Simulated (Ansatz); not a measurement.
Li2CuSbCl6, space group Fm-3m, a band structure

Program: the Python package of Ansatz (0.2.0).

`bands_li2cusbcl6.py`
```python
# -*- coding: utf-8 -*-
import ansatz as az
import numpy as np

system = (
    az.Lattice.of((0.0, 5.10767, 5.10767), (5.10767, 0.0, 5.10767), (5.10767, 5.10767, 0.0))
    .atom('Li', (0.75, 0.75, 0.75))
    .atom('Li', (0.25, 0.25, 0.25))
    .atom('Cu', (0.5, 0.5, 0.5))
    .atom('Sb', (0.0, 0.0, 0.0))
    .atom('Cl', (0.74071, 0.25929, 0.25929))
    .atom('Cl', (0.25929, 0.25929, 0.74071))
    .atom('Cl', (0.25929, 0.74071, 0.74071))
    .atom('Cl', (0.25929, 0.74071, 0.25929))
    .atom('Cl', (0.74071, 0.25929, 0.74071))
    .atom('Cl', (0.74071, 0.74071, 0.25929))
)

path = [
    ('G', (0.0, 0.0, 0.0)),
    ('X', (0.5, 0.0, 0.5)),
    ('U', (0.625, 0.25, 0.625)),
]
model = (
    system.calculation()
    .functional('lda')
    .pseudopotentials('nc')
    .kpoints(2, 2, 2, center='monkhorst-pack')
    .occupations('fixed')
    .mixing('anderson', ndim=6, beta=0.2)
    .scf(tolerance=1e-06)
    .band_structure([point for _, point in path], intervals=4)
    .xc_energy_on_converged_density(['pbesol', 'rpbe', 'blyp'])
)
out = model.run(threads=1, pin='off')
rep = out.report

print('%-22s %14.5f eV' % ('F = E - TS', rep['free_energy_ev']))
print('%-22s %14.5f eV' % ('E', rep['internal_energy_ev']))
print('%-22s %14.5f eV' % ('Harris-Foulkes', rep['harris_foulkes_ev']))
print('%-22s %14.5f eV' % ('Fermi level', rep['fermi_energy_ev']))

for entry in rep.get('xc_energy_on_converged_density', []):
    print(entry['functional'], {k: round(v, 3) for k, v in entry.items() if isinstance(v, float)})

bands = out.band_structure()
fermi = bands.fermi_energy_ev
for spin, channel in enumerate(bands.channels):
    print('channel', spin, '- levels within 6 eV of the Fermi level')
    for i, (label, _) in enumerate(path):
        levels = channel.eigenvalues_ev[i * 4] - fermi
        print(f'  {label:3s}', ' '.join(f'{e:7.3f}' for e in levels if abs(e) < 6))
```

```console
$ python bands_li2cusbcl6.py
DeckWarning: basis.ecutwfc = 1251.723767 eV, auto-derived from the records' recommended cutoffs: set by Cu (normal level)
DeckWarning: crystal.symmetry: narrowed to the stabiliser of the k-point mesh — unitary ops 48 → 12; excluded 36 operations that carry a point of the 2×2×2 mesh (shift [0.5, 0.5, 0.5]) off the mesh (the run samples exactly the mesh kpoints.mp_grid names, as under crystal.symmetry.detect: false, and its converged state [...]
F = E - TS               -10697.02656 eV
E                        -10697.02656 eV
Harris-Foulkes           -10697.02656 eV
Fermi level                   3.19543 eV
pbesol {'e_xc_with_core_ev': -2055.265, 'free_energy_ev': -10704.901}
rpbe {'e_xc_with_core_ev': -2084.959, 'free_energy_ev': -10734.595}
blyp {'e_xc_with_core_ev': -2065.379, 'free_energy_ev': -10715.015}
channel 0 - levels within 6 eV of the Fermi level
  G    -5.371  -5.370  -5.370  -4.102  -4.101  -4.101  -3.649  -3.649  -3.347  -2.532  -2.532  -2.531  -2.463  -2.461  -2.461  -1.843  -1.843  -1.842  -1.010  -1.004  -1.004  -0.103  -0.103   1.881   1.980   1.984   1.984   2.796   5.870   5.870   5.870   5.876
  X    -5.160  -5.160  -5.078  -4.947  -4.154  -3.657  -3.522  -3.269  -3.267  -3.132  -3.130  -2.782  -2.781  -2.709  -2.462  -2.462  -2.397  -1.852  -1.008  -0.830  -0.826  -0.106   0.562   2.498   2.500   2.851   3.633   3.707   3.941   4.897   4.916   4.917   4.924
  U    -5.739  -5.038  -5.020  -4.430  -4.023  -3.826  -3.719  -3.445  -3.108  -3.049  -2.970  -2.882  -2.834  -2.642  -2.396  -2.395  -2.115  -2.004  -0.964  -0.856  -0.846  -0.410   0.314   2.147   2.772   3.021   3.681   3.720   3.997   4.724   4.997   5.065   5.167
```
(Warnings from the package without file and line, shortened.)

What to keep in mind:
- These settings explore the input space; cutoff and mesh may be short of convergence.
- The run is spin-unpolarised.
- Such functionals run on norm-conserving files made under PBE, which can move pressures by some GPa.
- The computed bands are complete only to about 5.4 eV above the Fermi level.
- The Fermi level of a run with fixed occupations marks the highest occupied state on its mesh, not mid-gap.
- Energy and stress may still move on a finer k-point mesh.
- An absolute Fermi energy rests on an arbitrary zero of the periodic potential and has no direct meaning.
- Without a Hubbard U or exact exchange, semilocal functionals often make such 3d compounds metallic or too weakly gapped.
- This cell is a computed structure, which may not be the phase found in nature.
- Gaps and levels are Kohn-Sham values on a finite set of k-points, without spin-orbit coupling.
- Cost: of the order of 28 core-seconds.

(A comment or docstring line of the script was reworded after the run, the code is as it ran; lines on the test bed's own set-up are left out of the output.)
